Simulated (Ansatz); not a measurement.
# Mg2BiN3: the cost of one run

Program: Ansatz 0.2.0. Level of theory: DFT PBE, scalar-relativistic, plane waves, PAW. These are calculated values, not measurements.

### 1 Starting point

It takes space group P6/mmm (No. 191, hexagonal). Conventional cell: a = 5.668 Å, b = 5.668 Å, c = 3.270 Å, α = 90.00°, β = 90.00°, γ = 120.00°. Mg (site symmetry -6m2) is surrounded by 6 N at 2.31 Å. Bi (site symmetry 6/mmm) has 2 Bi at 3.27 Å and 12 N at 3.27 Å and 6 Mg at 3.27 Å as nearest neighbours. Around N (site symmetry mmm) lie 4 Mg at 2.31 Å and 4 Bi at 3.27 Å.

Coordinates:

```
Mg Bi N
1.0
     5.66798    0.00000    0.00000
    -2.83399    4.90862    0.00000
     0.00000    0.00000    3.26995
Mg Bi N
2 1 3
Direct
  0.33333 0.66667 0.50000
  0.66667 0.33333 0.50000
  0.00000 0.00000 0.50000
  0.00000 0.50000 0.00000
  0.50000 0.00000 0.00000
  0.50000 0.50000 0.00000
```

The cell is invented: species swapped into a database cell of GdB2Ir3 (P6/mmm, No. 191), with Bi on the Gd sites, Mg on the B sites and N on the Ir sites. Its size is a rough estimate.

### 2 Probe: one point on a coarse mesh

The input, input.yaml:

```yaml
crystal:
  lattice:
    - [5.66798074, 0.0, 0.0]
    - [-2.83399037, 4.90861531, 0.0]
    - [0.0, 0.0, 3.26995153]
  atoms:
    - { symbol: Mg, position: [0.33333333, 0.66666667, 0.5] }
    - { symbol: Mg, position: [0.66666667, 0.33333333, 0.5] }
    - { symbol: Bi, position: [0.0, 0.0, 0.5] }
    - { symbol: "N", position: [0.0, 0.5, 0.0] }
    - { symbol: "N", position: [0.5, 0.0, 0.0] }
    - { symbol: "N", position: [0.5, 0.5, 0.0] }
basis:
  ecutwfc: 420
kpoints:
  mp_grid: { grid: [6, 6, 6] }
hamiltonian:
  xc: pbe
scf:
  occupations: { method: gaussian, width: 0.1 }
  lower_state_search: "off"
output:
  forces: true
  stress: true
  eigenvalues: true
```

Launch:

```console
ansatz run input.yaml --threads 1 --pin off --max-ram 2048MiB --backend cpu --events-out ev --progress --plain --runs-dir out
```

Q: Estimate wall time and peak memory on 1 thread of Arm Neoverse V1, shared host.

About 4.4 s, with a peak of 0.37 GiB.
